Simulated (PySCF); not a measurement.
# C2H6Cl4Si2: the cost of one run

The runs use PySCF 2.14.0, with density-fitted response routines of our own; the level of theory stands in each step. All values are computed, except where a source is named. Atoms count from 0, in the outputs and in this text.

## (1) Starting geometry

14 atoms, charge 0, multiplicity 1; geometry from: GFN2-xTB. The atoms were then displaced at random by about 0.01 Å, so the start is not that level's minimum.

Bonds of the start (Å): C0–Si1 1.92, Si1–C2 1.92, Si1–Cl3 2.02, Si1–Si4 2.34, Si4–Cl5 2.04, Si4–Cl6 2.04, Si4–Cl7 2.04, C0–H8 1.09, C0–H9 1.06, C0–H10 1.08, C2–H11 1.08, C2–H12 1.09, C2–H13 1.10.

## (2) Optimising the geometry at PBE0-D3(BJ)/def2-SVP

The job: settings as JSON, then the geometry in Å.

```
{"job": {"xc": "PBE0", "basis": "def2-SVP", "d3": "d3bj", "grid": 1, "shake": 0.01, "kind": "geom"}, "charge": 0, "multiplicity": 1}
C     -0.186850    -1.696890    -0.892760
Si    -0.309760    -0.289080     0.404080
C     -1.635980     1.006620    -0.089900
Cl    -0.805840    -1.104240     2.180860
Si     1.780450     0.752460     0.574170
Cl     1.814330     2.276260     1.937300
Cl     3.294180    -0.513380     1.090820
Cl     2.315890     1.583210    -1.210700
H     -1.163050    -2.173480    -0.990510
H      0.526430    -2.423580    -0.610450
H      0.063930    -1.280880    -1.860450
H     -1.370330     1.472710    -1.026830
H     -2.630260     0.572170    -0.180780
H     -1.700290     1.803010     0.667400
```

Command:

```bash
$ OMP_NUM_THREADS=1 python probes_run.py task.json out
```

The driver reads the jobs from task.json and runs them one after another.

Q: Estimate the wall time and peak memory of this first job on 1 thread of Arm Neoverse V1, shared host.

About 2.2 min, with a peak of 0.75 GiB.
